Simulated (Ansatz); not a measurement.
# BFH3NSi: vertical ionisation energy

The task here is to estimate one member of a computed series from the others.

The runs use Ansatz 0.2.0, Gaussian basis; unrestricted cation, the program's frozen cores in correlated methods.

Levels to be run: UKS PBE-D4/def2-TZVPP; UKS r2SCAN-D4/def2-TZVPP; UKS PBE0-D4/def2-TZVPP; UKS B3LYP-D4/def2-TZVPP; UKS wB97X-V/def2-TZVPP; UKS wB97M-V/def2-TZVPP; UKS B2PLYP/def2-TZVPP; UHF-CCSD(T)/def2-TZVPP; UHF-MP2/def2-QZVPP; extrapolation to the limit; then −ε(HOMO) from the neutral's earlier runs with LDA (SPW92), PBE-D4, revPBE-D4, BLYP-D4, r2SCAN-D4, B97M-V, PBE0-D4, B3LYP-D4, r2SCANh-D4, r2SCAN0-D4, HSE06-D4, BHLYP-D4, CAM-B3LYP-D4, LC-ωPBE, ωB97X-V, ωB97M-V.

## The relaxed structure

The geometry comes from an earlier relaxation with PBE0-D4 in a triple-zeta def2 set; it is a stationary point, not always the lowest conformer.

SMILES `FB1N[SiH2]1`, 7 atoms, charge 0, spin multiplicity 1.

Atoms are counted from 1 here; the program's logs count them from 0.

Bond lengths: F1–B2 1.318 Å, B2–N3 1.381 Å, B2–Si4 1.921 Å, N3–Si4 1.767 Å, N3–H5 1.009 Å, Si4–H6 1.486 Å, Si4–H7 1.486 Å. Angles: F1–B2–N3 135.9°, F1–B2–Si4 161.9°, N3–B2–Si4 62.2°, B2–N3–Si4 74.1°, B2–N3–H5 140.0°, Si4–N3–H5 146.0°, B2–Si4–N3 43.7°, B2–Si4–H6 125.5°, B2–Si4–H7 125.5°, N3–Si4–H6 115.7°, N3–Si4–H7 115.7°, H6–Si4–H7 108.9°.

The first run:

Contents of in.yaml:

```yaml
crystal:
  periodic: [false, false, false]
  atoms:
    - {symbol: F, position_ang: [-0.871804, -2.140763, 0.801094]}
    - {symbol: B, position_ang: [-0.433067, -0.973421, 0.375122]}
    - {symbol: N, position_ang: [0.740208, -0.495002, -0.173607]}
    - {symbol: Si, position_ang: [-0.349502, 0.892477, -0.073105]}
    - {symbol: H, position_ang: [1.655503, -0.821386, -0.445430]}
    - {symbol: H, position_ang: [-0.757136, 1.487644, -1.372564]}
    - {symbol: H, position_ang: [0.077201, 1.982451, 0.842791]}
basis:
  gaussian: {orbitals: def2-TZVPP}
total_charge: 1
magnetization: {spin_polarized: true, initial_magnetization: 1}
hamiltonian: {xc: pbe, dispersion: d4}
```

Command:

```sh
$ ansatz run in.yaml --threads 2 --pin off --events-out ev --progress --plain --max-ram 4352MiB
```

Among the steps run: Cation, UKS PBE-D4/def2-TZVPP; Cation, UKS r2SCAN-D4/def2-TZVPP; Cation, UKS PBE0-D4/def2-TZVPP; Cation, UKS B3LYP-D4/def2-TZVPP; Cation, UKS wB97X-V/def2-TZVPP; Cation, UKS wB97M-V/def2-TZVPP; Cation, UKS B2PLYP (frozen core)/def2-TZVPP; Cation, UHF-CCSD(T)/def2-TZVPP; Cation, UHF-MP2/def2-QZVPP.

One of the session's tables, all rows but one given; the rest of the session is left out.

It belongs to the step «Ionisation energies side by side». Orbital estimates, from the neutral's runs:

| functional | −ε(HOMO) (eV) |
| --- | --- |
| LDA (SPW92) | 6.32 |
| PBE-D4 | 6.21 |
| revPBE-D4 | 6.16 |
| BLYP-D4 | 6.09 |
| r2SCAN-D4 | 6.43 |
| B97M-V | 6.51 |
| PBE0-D4 | 7.38 |
| B3LYP-D4 | 7.19 |
| r2SCANh-D4 | 6.87 |
| r2SCAN0-D4 | 7.52 |
| HSE06-D4 | 6.98 |
| BHLYP-D4 | 8.47 |
| CAM-B3LYP-D4 | 8.71 |
| LC-ωPBE | 10.01 |
| ωB97X-V | ? |
| ωB97M-V | 9.49 |

**Question.** Estimate the row for ωB97X-V.

As computed: −ε(HOMO) (eV): 9.68. In the column «−ε(HOMO) (eV)» it lies between ωB97M-V (9.49) and LC-ωPBE (10.01).
